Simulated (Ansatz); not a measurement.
# C2H9GeNSi: vertical ionisation energy

The task here is to estimate one member of a computed series from the others.

Method: unrestricted cation, the program's frozen cores in correlated methods; program: Ansatz 0.2.0, Gaussian basis.

Plan: UKS PBE-D4/def2-TZVPP; UKS r2SCAN-D4/def2-TZVPP; UKS PBE0-D4/def2-TZVPP; UKS B3LYP-D4/def2-TZVPP; UKS wB97X-V/def2-TZVPP; UKS wB97M-V/def2-TZVPP; UKS B2PLYP/def2-TZVPP; UHF-CCSD(T)/def2-TZVPP; UHF-MP2/def2-QZVPP; extrapolation to the limit; then −ε(HOMO) from the neutral's earlier runs with LDA (SPW92), PBE-D4, revPBE-D4, BLYP-D4, r2SCAN-D4, B97M-V, PBE0-D4, B3LYP-D4, r2SCANh-D4, r2SCAN0-D4, HSE06-D4, BHLYP-D4, CAM-B3LYP-D4, LC-ωPBE, ωB97X-V, ωB97M-V.

## The relaxed structure

An earlier PBE0-D4 in a triple-zeta def2 set relaxation fixed the geometry.

SMILES `C=C[SiH2][NH][GeH3]`, 14 atoms, charge 0, spin multiplicity 1.

Atoms are counted from 1 here; the program's logs count them from 0.

Bond lengths: C1–C2 1.331 Å, C1–H6 1.087 Å, C1–H7 1.087 Å, C2–Si3 1.858 Å, C2–H8 1.089 Å, Si3–N4 1.719 Å, Si3–H9 1.494 Å, Si3–H10 1.489 Å, N4–Ge5 1.837 Å, N4–H11 1.010 Å, Ge5–H12 1.534 Å, Ge5–H13 1.539 Å, Ge5–H14 1.543 Å. Angles: C2–C1–H6 122.6°, C2–C1–H7 121.4°, H6–C1–H7 116.1°, C1–C2–Si3 122.2°, C1–C2–H8 118.3°, Si3–C2–H8 119.4°, C2–Si3–N4 111.6°, C2–Si3–H9 105.7°, C2–Si3–H10 111.6°, N4–Si3–H9 113.9°, N4–Si3–H10 105.6°, H9–Si3–H10 108.6°, Si3–N4–Ge5 128.1°, Si3–N4–H11 116.7°, Ge5–N4–H11 114.3°, N4–Ge5–H12 107.0°, N4–Ge5–H13 108.5°, N4–Ge5–H14 111.7° and more.

The first run:

File in.yaml:

```yaml
crystal:
  periodic: [false, false, false]
  atoms:
    - {symbol: C, position_ang: [-1.550203, 0.003942, 2.554039]}
    - {symbol: C, position_ang: [-0.723625, 0.565285, 1.674913]}
    - {symbol: Si, position_ang: [0.310288, -0.441143, 0.503547]}
    - {symbol: N, position_ang: [-0.026709, -0.046142, -1.135078]}
    - {symbol: Ge, position_ang: [1.165197, 0.163975, -2.517558]}
    - {symbol: H, position_ang: [-2.157270, 0.587501, 3.241213]}
    - {symbol: H, position_ang: [-1.652008, -1.076068, 2.625602]}
    - {symbol: H, position_ang: [-0.663402, 1.652533, 1.643215]}
    - {symbol: H, position_ang: [0.038217, -1.868707, 0.849427]}
    - {symbol: H, position_ang: [1.763336, -0.175584, 0.687955]}
    - {symbol: H, position_ang: [-0.993975, -0.087494, -1.422331]}
    - {symbol: H, position_ang: [2.511156, 0.552774, -1.893001]}
    - {symbol: H, position_ang: [0.642550, 1.274085, -3.446862]}
    - {symbol: H, position_ang: [1.323447, -1.134157, -3.336383]}
basis:
  gaussian: {orbitals: def2-TZVPP}
total_charge: 1
magnetization: {spin_polarized: true, initial_magnetization: 1}
hamiltonian: {xc: pbe, dispersion: d4}
```

Launch:

```bash
$ ansatz run in.yaml --threads 2 --pin off --events-out ev --progress --plain --max-ram 32768MiB --backend cuda --devices 0, --max-vram 18GiB
```

Steps of the session up to this table: Cation, UKS PBE-D4/def2-TZVPP; Cation, UKS r2SCAN-D4/def2-TZVPP; Cation, UKS PBE0-D4/def2-TZVPP; Cation, UKS B3LYP-D4/def2-TZVPP; Cation, UKS wB97X-V/def2-TZVPP; Cation, UKS wB97M-V/def2-TZVPP; Cation, UKS B2PLYP (frozen core)/def2-TZVPP; Cation, UHF-CCSD(T)/def2-TZVPP; Cation, UHF-MP2/def2-QZVPP.

One table of the session follows, with a row left open; its other results are not shown here.

Orbital estimates, from the neutral's runs:

```
  functional  −ε(HOMO) (eV)
 LDA (SPW92)           5.98
      PBE-D4           5.87
   revPBE-D4           5.82
     BLYP-D4           5.75
   r2SCAN-D4           6.16
      B97M-V           6.31
     PBE0-D4           7.19
    B3LYP-D4           6.97
  r2SCANh-D4           6.65
  r2SCAN0-D4           7.39
    HSE06-D4           6.79
    BHLYP-D4           8.43
CAM-B3LYP-D4           8.56
     LC-ωPBE           9.91
     ωB97X-V           9.58
     ωB97M-V              ?
```

**Question.** Estimate the row for ωB97M-V.

**Answer.** −ε(HOMO) (eV): 9.47. In the column «−ε(HOMO) (eV)» it lies between CAM-B3LYP-D4 (8.56) and ωB97X-V (9.58).
